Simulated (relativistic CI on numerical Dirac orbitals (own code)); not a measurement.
# Cr³⁺: 3s photoemission multiplets

Aim: the 3s photoemission spectrum of Cr³⁺ in 4 surroundings, from the same atomic integrals.

Program: relativistic CI on numerical Dirac orbitals (own code) version 3. Level of theory: Dirac-Coulomb-Breit CI, KLI orbitals optimised for each configuration, model QED (radiative potential, 1s self-energy scaled to tabulated hydrogen-like ionisation energies), valence Slater integrals scaled by 0.7, multiplet model of photoemission in the sudden approximation. These are calculated values, not measurements, unless marked.

## (1) What is computed

```
ion            : Cr³⁺ (Cr IV)
nuclear charge : 24
electrons      : 21
configurations : [Ar] 3d3 → [Ne] 3s 3p6 3d3
temperature    : 300 K
widths         : Lorentz 2.1 eV, Gauss 0.6 eV
surrounding 1  : free ion
surrounding 2  : D3d, 10Dq = 17950, Dsigma = -1200, Dtau = -170 cm⁻¹
surrounding 3  : D3d, 10Dq = 17950, Dsigma = -720, Dtau = -170 cm⁻¹
surrounding 4  : D3d, 10Dq = 17950, Dsigma = -240, Dtau = -170 cm⁻¹
```

## (2) Surrounding 1: free ion

Settings of the run:

```ini
atom Cr  Z=24  charge=3  electrons=21
nucleus A=52  rms_radius_fm=3.6452
hamiltonian dirac-coulomb  breit=on  qed=on  c_scale=1
orbitals kli  potential=per-configuration
slater_scale 0.7
correlation none
mixing on
configurations
  [Ar] 3d3
  [Ne] 3s 3p6 3d3
end
photoemission 3s T=300 lorentz=2.1 gauss=0.6
crystal_field free
```

## (3) Surrounding 2: D3d, 10Dq = 17950, Dsigma = -1200, Dtau = -170

The settings differ from step 2 so:

```diff
@@ -12,2 +12,2 @@
 photoemission 3s T=300 lorentz=2.1 gauss=0.6
-crystal_field free
+crystal_field D3d 10Dq=17950 Dsigma=-1200 Dtau=-170
```

## (4) Surrounding 3: D3d, 10Dq = 17950, Dsigma = -720, Dtau = -170

The settings differ from step 3 so:

```diff
@@ -12,2 +12,2 @@
 photoemission 3s T=300 lorentz=2.1 gauss=0.6
-crystal_field D3d 10Dq=17950 Dsigma=-1200 Dtau=-170
+crystal_field D3d 10Dq=17950 Dsigma=-720 Dtau=-170
```

## (5) Surrounding 4: D3d, 10Dq = 17950, Dsigma = -240, Dtau = -170

The settings differ from step 4 so:

```diff
@@ -12,2 +12,2 @@
 photoemission 3s T=300 lorentz=2.1 gauss=0.6
-crystal_field D3d 10Dq=17950 Dsigma=-720 Dtau=-170
+crystal_field D3d 10Dq=17950 Dsigma=-240 Dtau=-170
```

(Steps that only read results are left out.)

**Question.** What will these runs give? Wanted: highest peak, first run; ground spin.

The runs gave:

| surrounding | ground S | centroid (eV) | spread (eV) | up to four highest peaks (% of the highest), eV |
| --- | --- | --- | --- | --- |
| 1: free | 1.50 | 129.13 | 3.19 | 126.6 (100), 133.2 (61) |
| 2: D3d | 1.50 | 129.14 | 3.19 | 126.6 (100), 133.2 (62) |
| 3: D3d | 1.50 | 129.14 | 3.19 | 126.6 (100), 133.2 (62) |
| 4: D3d | 1.50 | 129.14 | 3.19 | 126.6 (100), 133.2 (62) |

```
                           quantity     value
            highest peak, first run  126.6 eV
ground spin (effective S from ⟨S²⟩)      1.50
```

**Reading.** The highest peak stays in place, within the step of the energy grid, in all surroundings. Energies are those of the free ion without screening by ligands; binding energies in solids differ by tens of eV. The exchange splitting of an s hole comes out too large without intra-shell correlation.
